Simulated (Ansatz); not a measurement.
Task: the interaction energy of a dimer with the counterpoise correction of BrCl, with Ansatz 0.2.0 through its Python package. Give the script and its output. Level of theory (for the species named): PBE, def2-SVP basis, multiplicity 1.

```xyz
2

Cl    1.1174    0.0000    0.0000
Br   -1.1174    0.0000    0.0000
```

`run_dimer.py`:
```python
# -*- coding: utf-8 -*-
import ansatz as az
import numpy as np

FIRST = [
    ('Cl', (1.1174, 0.0, 0.0)),
    ('Br', (-1.1174, 0.0, 0.0)),
]
SECOND = [
    ('Cl', (-0.5002, -2.7886, -0.3845)),
    ('Br', (1.0921, -3.0088, 1.168)),
]

def energy(atoms, ghosts=()):
    molecule = az.Crystal.molecule()
    for symbol, xyz in atoms:
        molecule = molecule.atom(symbol, xyz)
    calc = (
        molecule.calculation()
        .basis(gaussian='def2-SVP')
        .functional('PBE')
    )
    deck = calc.input()
    if ghosts:
        deck = deck.set(az.key.basis.gaussian.ghost_atoms, [{'symbol': s, 'position_ang': list(xyz)} for s, xyz in ghosts])
    return az.Session.from_dict(deck).plan().execute().report['free_energy_ev']

direction = np.array([0.1007, -0.986, 0.1332])
print('shift (A)   counterpoise-corrected interaction (eV)')
for shift in (-0.3, 0.0, 0.4, 1.0, 2.0):
    moved = [(s, tuple(np.round(np.array(xyz) + shift * direction, 4))) for s, xyz in SECOND]
    gain = energy(FIRST + moved) - energy(FIRST, moved) - energy(moved, FIRST)
    print(f'{shift:8.2f} {gain:14.3f}')
```

```console
$ python run_dimer.py
shift (A)   counterpoise-corrected interaction (eV)
   -0.30          1.613
    0.00          0.629
    0.40          0.168
    1.00          0.022
    2.00          0.001
```

The dimer is a generated trial pose of unrelaxed monomers, not a minimum, so the figure is no binding energy, and the basis set is small. This level lacks the dispersion part of the attraction (electrostatics and induction are there), which can decide the sign where the interaction is weak. Wall time of the script: 38 s on 1 thread of AMD EPYC 7R43 64-Core Processor (Zen 3) (shared host), peak memory 0.22 GiB.

(A comment or docstring line of the script was reworded after the run, the code is as it ran; lines on the test bed's own set-up are left out of the output.)
